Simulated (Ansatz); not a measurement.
**C4H8Br2: taking an electron away**

The task here is to estimate one member of a computed series from the others.

The runs use Ansatz 0.2.0, Gaussian basis; unrestricted cation, the program's frozen cores in correlated methods.

The runs, in order: UKS PBE-D4/def2-TZVPP; UKS r2SCAN-D4/def2-TZVPP; UKS PBE0-D4/def2-TZVPP; UKS B3LYP-D4/def2-TZVPP; UKS wB97X-V/def2-TZVPP; UKS wB97M-V/def2-TZVPP; UKS B2PLYP/def2-TZVPP; UHF-CCSD(T)/def2-TZVPP; UHF-MP2/def2-QZVPP; extrapolation to the limit; then −ε(HOMO) from the neutral's earlier runs with LDA (SPW92), PBE-D4, revPBE-D4, BLYP-D4, r2SCAN-D4, B97M-V, PBE0-D4, B3LYP-D4, r2SCANh-D4, r2SCAN0-D4, HSE06-D4, BHLYP-D4, CAM-B3LYP-D4, LC-ωPBE, ωB97X-V, ωB97M-V.

### The geometry

All runs share one geometry, relaxed beforehand with PBE0-D4 in a triple-zeta def2 set.

SMILES `CC(C)(Br)CBr`, 14 atoms, charge 0, spin multiplicity 1.

Atoms are counted from 1 here; the program's logs count them from 0.

Bond lengths: C1–C2 1.512 Å, C1–H7 1.093 Å, C1–H8 1.090 Å, C1–H9 1.091 Å, C2–C3 1.512 Å, C2–Br4 1.992 Å, C2–C5 1.516 Å, C3–H10 1.091 Å, C3–H11 1.090 Å, C3–H12 1.093 Å, C5–Br6 1.956 Å, C5–H13 1.087 Å, C5–H14 1.087 Å. Angles: C2–C1–H7 109.1°, C2–C1–H8 110.5°, C2–C1–H9 111.4°, H7–C1–H8 108.6°, H7–C1–H9 108.5°, H8–C1–H9 108.6°, C1–C2–C3 112.5°, C1–C2–Br4 107.4°, C1–C2–C5 113.2°, C3–C2–Br4 107.4°, C3–C2–C5 113.2°, Br4–C2–C5 102.4°, C2–C3–H10 111.4°, C2–C3–H11 110.5°, C2–C3–H12 109.1°, H10–C3–H11 108.6°, H10–C3–H12 108.5°, H11–C3–H12 108.6° and more.

Set-up of the first run:

in.yaml reads:

```yaml
crystal:
  periodic: [false, false, false]
  atoms:
    - {symbol: C, position_ang: [-0.221762, -0.597341, 1.319608]}
    - {symbol: C, position_ang: [-0.026522, -0.309492, -0.152179]}
    - {symbol: C, position_ang: [-1.162690, 0.496469, -0.740961]}
    - {symbol: Br, position_ang: [0.014318, -2.060730, -1.100470]}
    - {symbol: C, position_ang: [1.339689, 0.264838, -0.471203]}
    - {symbol: Br, position_ang: [1.611846, 2.023854, 0.338749]}
    - {symbol: H, position_ang: [-0.234894, 0.346774, 1.870509]}
    - {symbol: H, position_ang: [-1.169123, -1.110128, 1.486517]}
    - {symbol: H, position_ang: [0.584460, -1.217129, 1.714033]}
    - {symbol: H, position_ang: [-1.025645, 0.653886, -1.811542]}
    - {symbol: H, position_ang: [-2.114126, -0.011411, -0.582421]}
    - {symbol: H, position_ang: [-1.202304, 1.471906, -0.249061]}
    - {symbol: H, position_ang: [1.470152, 0.411710, -1.540273]}
    - {symbol: H, position_ang: [2.136591, -0.363207, -0.081326]}
basis:
  gaussian: {orbitals: def2-TZVPP}
total_charge: 1
magnetization: {spin_polarized: true, initial_magnetization: 1}
hamiltonian: {xc: pbe, dispersion: d4}
```

Command:

```bash
ansatz run in.yaml --threads 2 --pin off --events-out ev --progress --plain --max-ram 32768MiB --backend cuda --devices 0, --max-vram 18GiB
```

Among the steps run: Cation, UKS PBE-D4/def2-TZVPP; Cation, UKS r2SCAN-D4/def2-TZVPP; Cation, UKS PBE0-D4/def2-TZVPP; Cation, UKS B3LYP-D4/def2-TZVPP; Cation, UKS wB97X-V/def2-TZVPP; Cation, UKS wB97M-V/def2-TZVPP; Cation, UKS B2PLYP (frozen core)/def2-TZVPP; Cation, UHF-CCSD(T)/def2-TZVPP; Cation, UHF-MP2/def2-QZVPP.

One table of the session follows, with a row left open; its other results are not shown here.

For comparison, −ε(HOMO) of the neutral from earlier runs:

| functional | −ε(HOMO) (eV) |
| --- | --- |
| LDA (SPW92) | 6.93 |
| PBE-D4 | 6.76 |
| revPBE-D4 | 6.70 |
| BLYP-D4 | 6.59 |
| r2SCAN-D4 | 7.07 |
| B97M-V | ? |
| PBE0-D4 | 8.03 |
| B3LYP-D4 | 7.77 |
| r2SCANh-D4 | 7.53 |
| r2SCAN0-D4 | 8.23 |
| HSE06-D4 | 7.63 |
| BHLYP-D4 | 9.15 |
| CAM-B3LYP-D4 | 9.37 |
| LC-ωPBE | 10.76 |
| ωB97X-V | 10.41 |
| ωB97M-V | 10.27 |

Q: Estimate the row for B97M-V from the others.

As computed: −ε(HOMO) (eV): 7.18. In the column «−ε(HOMO) (eV)» it lies between r2SCAN-D4 (7.07) and r2SCANh-D4 (7.53).
